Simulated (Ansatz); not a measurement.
# C (Graphite 3R): the cost of one run

Computed with Ansatz 0.2.0 (DFT LDA, frozen-core PAW, scalar-relativistic unless said, unless a step's input says otherwise).

2 further runs of the same task are left out: 1 that didn't finish, 1 set aside as unsound or not needed.

### 1 The starting structure

Symmetry: R-3m, No. 166, trigonal system. The conventional cell has a = 2.456 Å, b = 2.456 Å, c = 10.041 Å, α = 90.00°, β = 90.00°, γ = 120.00°. Around C (site symmetry 3m) lie 3 C at 1.42 Å.

As a file:

```cif
data_structure
_symmetry_space_group_name_H-M 'P 1'
_symmetry_Int_Tables_number 1
_cell_length_a 3.6350
_cell_length_b 3.6350
_cell_length_c 3.6350
_cell_angle_alpha 39.490
_cell_angle_beta 39.490
_cell_angle_gamma 39.490
_cell_volume 17.48
loop_
_atom_site_label
_atom_site_type_symbol
_atom_site_fract_x
_atom_site_fract_y
_atom_site_fract_z
_atom_site_occupancy
C1 C 0.83600 0.83600 0.83600 1
C2 C 0.16400 0.16400 0.16400 1
```

Cartesian axes are those of the input's lattice vectors. The structure goes back to a database entry.

### 2 Cell and atoms relaxed, PAW

Input file input.yaml:

```yaml
crystal:
  lattice:
    - [1.2280287114, 0.7090027071, 3.3470114498]
    - [-1.2280287114, 0.7090027071, 3.3470114498]
    - [0.0, -1.4180054142, 3.3470114498]
  atoms:
    - { symbol: C, position: [0.836, 0.836, 0.836] }
    - { symbol: C, position: [0.164, 0.164, 0.164] }
kpoints:
  mp_grid: { grid: [22, 22, 22] }
scf:
  occupations: { method: fermi_dirac, width: 0.08 }
hamiltonian:
  xc: lda
  pseudopotentials: { kind: paw }
relax:
  f_tol: 0.002
  max_steps: 80
  cell: {}
output:
  forces: true
  stress: true
```

On the command line:

```console
$ ansatz run input.yaml --threads 1 --pin off --max-ram 2560MiB --backend cpu --events-out ev --progress --plain --runs-dir out
```

What time and memory should one allow on 1 thread of Arm Neoverse V2, shared host?

About 66 s, with a peak of 0.45 GiB.
